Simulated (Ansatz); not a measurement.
# F6S: the cost of one run

Computed with Ansatz 0.2.0 (DFT PBE0, Gaussian basis def2-TZVPP, and further levels as typed in the inputs, unless a step's input says otherwise).

## Step 1: The starting structure

Bond lengths: S1–F2 1.570 Å, S1–F3 1.570 Å, S1–F4 1.570 Å, S1–F5 1.570 Å, S1–F6 1.570 Å, S1–F7 1.570 Å. Angles (14 of 15 angles, heavy atoms first): F2–S1–F3 180.0°, F2–S1–F4 90.0°, F2–S1–F5 90.0°, F2–S1–F6 90.0°, F2–S1–F7 90.0°, F3–S1–F4 90.0°, F3–S1–F5 90.0°, F3–S1–F6 90.0°, F3–S1–F7 90.0°, F4–S1–F5 180.0°, F4–S1–F6 90.0°, F4–S1–F7 90.0°, F5–S1–F6 90.0°, F5–S1–F7 90.0°.

Coordinates:

```xyz
7

S     0.0000    0.0000    0.0000
F     1.5700    0.0000    0.0000
F    -1.5700    0.0000    0.0000
F     0.0000    1.5700    0.0000
F     0.0000   -1.5700    0.0000
F     0.0000    0.0000    1.5700
F     0.0000    0.0000   -1.5700
```

## Step 2: Relaxing the atoms: F6S

Input file input.yaml:

```yaml
relax:
  f_tol: 0.001
  max_steps: 200
crystal:
  periodic: [false, false, false]
  atoms:
    - { symbol: S, position_ang: [0.0, 0.0, 0.0] }
    - { symbol: F, position_ang: [1.57, 0.0, 0.0] }
    - { symbol: F, position_ang: [-1.57, 0.0, 0.0] }
    - { symbol: F, position_ang: [0.0, 1.57, 0.0] }
    - { symbol: F, position_ang: [0.0, -1.57, 0.0] }
    - { symbol: F, position_ang: [0.0, 0.0, 1.57] }
    - { symbol: F, position_ang: [0.0, 0.0, -1.57] }
basis:
  gaussian: { orbitals: def2-TZVPP }
hamiltonian:
  xc: pbe0
```

Command:

```
ansatz run input.yaml --threads 4 --pin off --max-ram 14336MiB --backend cpu --events-out ev --progress --plain --runs-dir out
```

**Question.** How long does this run take on 4 threads of Intel Xeon Platinum 8488C (Sapphire Rapids), shared host, and how much memory does it need?

About 12 s, with a peak of 0.67 GiB.
